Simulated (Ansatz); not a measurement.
# CoGe: the cost of one run

All numbers are computed with the Python package of Ansatz 0.2.0. Level of theory: DFT PBEsol, plane waves, PAW.

## 1. Starting point

The structure is cubic, space group P2_13 (No. 198). Conventional cell: a = 4.579 Å, b = 4.579 Å, c = 4.579 Å, α = 90.00°, β = 90.00°, γ = 90.00°. Co (site symmetry 3) has 7 Ge at 2.36 to 2.57 Å in its first shell of neighbours. Ge (site symmetry 3) has 7 Co at 2.36 to 2.57 Å in its first shell of neighbours.

No structure file is read: the coordinates are typed or built in the script.

## 2. The code

orders.py reads:

```python
"""Magnetic orders of CoGe compared."""

import ansatz as az
import numpy as np


def count_gap(report):
    # lowest empty less highest filled band, counting bands; zero where they overlap
    return max(report.get("gap_by_band_count_ev") or 0.0, 0.0)

CELL = [
    [4.57947466, 0.0, 0.0],
    [0.0, 4.57947466, 0.0],
    [0.0, 0.0, 4.57947466],
]
ATOMS = [
    ("Co", [0.13683062, 0.13683062, 0.13683062]),
    ("Co", [0.36316938, 0.86316938, 0.63683062]),
    ("Co", [0.63683062, 0.36316938, 0.86316938]),
    ("Co", [0.86316938, 0.63683062, 0.36316938]),
    ("Ge", [0.83980821, 0.83980821, 0.83980821]),
    ("Ge", [0.66019179, 0.16019179, 0.33980821]),
    ("Ge", [0.33980821, 0.66019179, 0.16019179]),
    ("Ge", [0.16019179, 0.33980821, 0.66019179]),
]


def magnet(moments):
    crystal = az.Crystal(lattice=az.Lattice.of(CELL))
    for (symbol, position), moment in zip(ATOMS, moments):
        crystal = crystal.atom(symbol, position, moment=moment or None)
    return crystal

# starting moments in muB, one an atom
orders = {
    "FM": [2.5, 2.5, 2.5, 2.5, 0, 0, 0, 0],
    "AFM": [2.5, 2.5, -2.5, -2.5, 0, 0, 0, 0],
    "AFM-alternating": [2.5, -2.5, 2.5, -2.5, 0, 0, 0, 0],
    "ferri": [2.5, 2.5, 2.5, -2.5, 0, 0, 0, 0],
}

rows = []
for label, moments in orders.items():
    job = (
        magnet(moments).calculation()
        .functional(az.Functional.PBESOL)
        .kpoints(mesh=(6, 6, 6))
        .occupations("gaussian", width=100 * az.meV)
        .spin("collinear")
        .band_table()
    )
    rep = job.run(threads=1, pin="off").report
    rows.append((label, rep["free_energy_ev"], rep["magnetization_mub"], rep["absolute_magnetization_mub"], max(abs(m) for m in rep["site_moments_mub"]), count_gap(rep)))
    print(label, "site moments:", [round(m, 2) for m in rep["site_moments_mub"]])

# the same cell with no spin polarisation
plain = (
    magnet([0] * len(ATOMS)).calculation()
    .functional(az.Functional.PBESOL)
    .kpoints(mesh=(6, 6, 6))
    .occupations("gaussian", width=100 * az.meV)
    .band_table()
)
rep = plain.run(threads=1, pin="off").report
rows.append(("NM", rep["free_energy_ev"], 0.0, 0.0, 0.0, count_gap(rep)))

lowest = min(row[1] for row in rows)
rows = [(row[0], 1000 * (row[1] - lowest) / 4, *row[2:]) for row in sorted(rows, key=lambda row: row[1])]
for row in rows:
    print("; ".join(f"{name} = {round(v, 4) if isinstance(v, float) else v}" for name, v in zip(["order", "meV/magnetic atom", "net muB", "absolute muB", "largest site muB", "gap by band count eV"], row)))
print("lowest of these starts:", rows[0][0])
```

## 3. Launch

Launch:

```sh
$ python orders.py
```

What time and memory should one allow on 1 thread of AMD EPYC 7R43 (Zen 3), shared host?

About 28 min, with a peak of 1.5 GiB.
